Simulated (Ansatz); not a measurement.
# NbTe in Ansatz: the effect of pseudo set

Crystal: NbTe.

```
CELL_PARAMETERS angstrom
3.37940 0.00000 0.00000
0.00000 3.37940 0.00000
0.00000 0.00000 3.37940
ATOMIC_POSITIONS crystal
Nb 0.50000 0.50000 0.50000
Te 0.00000 0.00000 0.00000
```

The cell was built by a generator and needn't be a form met in nature.

The cell isn't the ideal one: volume scaled by 0.96.

Alike in all runs:

```yaml
Program: Ansatz 0.2.0
Task: single point
Functional: PBE
k_mesh: 8 × 8 × 8
Occupations: fermi-dirac, width 0.05 eV
Spin: no spin polarisation
```

| pseudo set | cutoff | pressure (GPa) |
| --- | --- | --- |
| Ansatz PAW | 420 eV (not typed: the program's choice for these potentials) | 5.9 |
| Ansatz PAW accurate | 770 eV | 6.0 |
| JTH PAW | 1170 eV (not typed: the program's choice for these potentials) | ? |
| SPMS NC | 762 eV (not typed: the program's choice for these potentials) | 6.5 |
| PseudoDojo standard | 1120 eV | 5.9 |
| PseudoDojo stringent | 1450 eV | 6.1 |
| Ansatz PAW earlier set | 708 eV (not typed: the program's choice for these potentials) | 6.0 |
| Ansatz NC | 1120 eV (not typed: the program's choice for these potentials) | 6.0 |

Problem. What does the run with pseudo set JTH PAW give?

Solution. Pressure 7.4 GPa.

The runs don't all hold the same shells in valence.
